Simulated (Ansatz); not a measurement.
# CH4InNO2: basis-set convergence

The task here is to estimate one member of a computed series from the others.

The runs use Ansatz 0.2.0, Gaussian basis; one geometry, several basis sets.

Plan: PBE0-D4/def2-SVP; ωB97M-V/def2-SVP; PBE0-D4/def2-QZVPP; ωB97M-V/def2-QZVPP; the functionals' def2-TZVPP values are taken from earlier runs.

### The relaxed structure

An earlier PBE0-D4 in a triple-zeta def2 set relaxation fixed the geometry. In takes the def2 core potential; no spin-orbit term is included.

SMILES `N=C(O)[O][InH2]`, 9 atoms, charge 0, spin multiplicity 1.

Atoms are counted from 1 here; the program's logs count them from 0.

Bond lengths: N1–C2 1.274 Å, N1–H6 1.013 Å, C2–O3 1.344 Å, C2–O4 1.316 Å, O3–H7 0.965 Å, O4–In5 2.022 Å, In5–H8 1.696 Å, In5–H9 1.702 Å. Angles: C2–N1–H6 112.5°, N1–C2–O3 119.0°, N1–C2–O4 131.2°, O3–C2–O4 109.8°, C2–O3–H7 105.2°, C2–O4–In5 126.7°, O4–In5–H8 106.7°, O4–In5–H9 114.0°, H8–In5–H9 139.3°.

The first run:

in.yaml

```yaml
crystal:
  periodic: [false, false, false]
  atoms:
    - {symbol: N, position_ang: [0.802624, 1.351224, -0.251414]}
    - {symbol: C, position_ang: [0.838628, 0.108800, -0.529072]}
    - {symbol: O, position_ang: [1.838335, -0.357584, -1.297517]}
    - {symbol: O, position_ang: [0.037535, -0.879529, -0.190553]}
    - {symbol: In, position_ang: [-1.639682, -0.746569, 0.930959]}
    - {symbol: H, position_ang: [0.010749, 1.594662, 0.332339]}
    - {symbol: H, position_ang: [2.379698, 0.413996, -1.503934]}
    - {symbol: H, position_ang: [-2.269646, -2.316229, 1.051357]}
    - {symbol: H, position_ang: [-1.998251, 0.831220, 1.457855]}
basis:
  gaussian: {orbitals: def2-SVP}
hamiltonian: {xc: pbe0, dispersion: d4}
output: {orbitals: {seedname: orbitals}}
```

The run is started by

```console
ansatz run in.yaml --threads 2 --pin off --events-out ev --progress --plain --max-ram 22528MiB --backend cpu
```

Among the steps run: PBE0-D4 in def2-SVP; ωB97M-V in def2-SVP; PBE0-D4 in def2-QZVPP; ωB97M-V in def2-QZVPP.

One of the session's tables, all rows but one given; the rest of the session is left out.

It belongs to the step «Functionals by basis». 

| functional | basis | HOMO (eV) | LUMO (eV) |
| --- | --- | --- | --- |
| PBE0-D4 | def2-SVP | -6.84 | -2.13 |
| PBE0-D4 | def2-TZVPP | -7.09 | -2.19 |
| PBE0-D4 | def2-QZVPP | -7.15 | -2.21 |
| ωB97M-V | def2-SVP | -9.14 | -0.54 |
| ωB97M-V | def2-TZVPP | ? | ? |
| ωB97M-V | def2-QZVPP | -9.48 | -0.73 |

Estimate the missing values for ωB97M-V, def2-TZVPP.

As computed: HOMO (eV): -9.42; LUMO (eV): -0.70. In the column «HOMO (eV)» it lies between ωB97M-V, def2-QZVPP (-9.48) and ωB97M-V, def2-SVP (-9.14).
